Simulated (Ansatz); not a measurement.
# C3H10BClO: small, medium and large basis sets

How large a basis does C3H10BClO need? Two functionals are run in growing sets.

The runs use Ansatz 0.2.0, Gaussian basis; one geometry, several basis sets.

The runs, in order: PBE0-D4/def2-SVP; ωB97M-V/def2-SVP; PBE0-D4/def2-QZVPP; ωB97M-V/def2-QZVPP; the functionals' def2-TZVPP values are taken from earlier runs.

**1. The relaxed structure**

The geometry comes from an earlier relaxation with PBE0-D4 in a triple-zeta def2 set; it is a stationary point, not always the lowest conformer.

SMILES `C[OH+][B-](C)(C)Cl`, 16 atoms, charge 0, spin multiplicity 1.

Atoms are counted from 1 here; the program's logs count them from 0.

Bond lengths: C1–O2 1.435 Å, C1–H7 1.087 Å, C1–H8 1.089 Å, C1–H9 1.090 Å, O2–B3 1.694 Å, O2–H10 0.964 Å, B3–C4 1.589 Å, B3–C5 1.591 Å, B3–Cl6 1.853 Å, C4–H11 1.098 Å, C4–H12 1.093 Å, C4–H13 1.093 Å, C5–H14 1.094 Å, C5–H15 1.094 Å, C5–H16 1.097 Å. Angles: O2–C1–H7 105.7°, O2–C1–H8 108.6°, O2–C1–H9 110.8°, H7–C1–H8 110.3°, H7–C1–H9 110.2°, H8–C1–H9 111.1°, C1–O2–B3 119.9°, C1–O2–H10 111.0°, B3–O2–H10 107.6°, O2–B3–C4 101.7°, O2–B3–C5 107.0°, O2–B3–Cl6 101.4°, C4–B3–C5 118.1°, C4–B3–Cl6 113.5°, C5–B3–Cl6 112.7°, B3–C4–H11 112.7°, B3–C4–H12 112.8°, B3–C4–H13 109.3° and more.

Coordinates:

```xyz
16
C3H10BClO
C    -0.3472    2.0488   -0.4132
O    -0.3670    0.6853   -0.8589
B     0.5028   -0.4941   -0.0093
C     0.1087   -1.8171   -0.7974
C     0.0757   -0.3764    1.5193
Cl    2.2483    0.0517   -0.3084
H     0.7027    2.3062   -0.2985
H    -0.8073    2.6720   -1.1792
H    -0.8661    2.1525    0.5401
H    -1.2718    0.3670   -0.9541
H    -0.9579   -2.0626   -0.7077
H     0.3635   -1.7698   -1.8595
H     0.6525   -2.6658   -0.3739
H     0.3458    0.5759    1.9844
H     0.5924   -1.1545    2.0887
H    -0.9982   -0.5418    1.6718
```

**2. PBE0-D4 in def2-SVP**

File in.yaml:

```yaml
crystal:
  periodic: [false, false, false]
  atoms:
    - {symbol: C, position_ang: [-0.347157, 2.048821, -0.413153]}
    - {symbol: O, position_ang: [-0.367039, 0.685314, -0.858923]}
    - {symbol: B, position_ang: [0.502761, -0.494103, -0.009337]}
    - {symbol: C, position_ang: [0.108746, -1.817051, -0.797388]}
    - {symbol: C, position_ang: [0.075734, -0.376396, 1.519262]}
    - {symbol: Cl, position_ang: [2.248344, 0.051712, -0.308374]}
    - {symbol: H, position_ang: [0.702727, 2.306181, -0.298464]}
    - {symbol: H, position_ang: [-0.807293, 2.672045, -1.179220]}
    - {symbol: H, position_ang: [-0.866121, 2.152505, 0.540089]}
    - {symbol: H, position_ang: [-1.271843, 0.366960, -0.954067]}
    - {symbol: H, position_ang: [-0.957910, -2.062630, -0.707693]}
    - {symbol: H, position_ang: [0.363519, -1.769812, -1.859514]}
    - {symbol: H, position_ang: [0.652521, -2.665842, -0.373876]}
    - {symbol: H, position_ang: [0.345785, 0.575875, 1.984354]}
    - {symbol: H, position_ang: [0.592449, -1.154480, 2.088665]}
    - {symbol: H, position_ang: [-0.998223, -0.541799, 1.671836]}
basis:
  gaussian: {orbitals: def2-SVP}
hamiltonian: {xc: pbe0, dispersion: d4}
output: {orbitals: {seedname: orbitals}}
```

Run with:

```
> ansatz run in.yaml --threads 4 --pin off --events-out ev --progress --plain --max-ram 11315MiB
```

After this run come: ωB97M-V in def2-SVP; PBE0-D4 in def2-QZVPP; ωB97M-V in def2-QZVPP.

Q: Predict the results of all the runs planned. Wanted: PBE0-D4: double and triple zeta above quadruple; ωB97M-V: double and triple zeta above quadruple.

The runs gave:

| quantity | value |
| --- | --- |
| PBE0-D4: double and triple zeta above quadruple | 11.69, 0.71 eV |
| ωB97M-V: double and triple zeta above quadruple | 11.97, 0.68 eV |

In words: For PBE0-D4 the step from double to triple zeta gains 10.98 eV and the next only 0.71 eV. These are total energies; as a rule much of such shifts cancels in differences, which this series doesn't test. The LUMO of ωB97M-V is positive and keeps falling with the basis (2.26 to 0.89 eV): an unbound level that the basis holds in place.
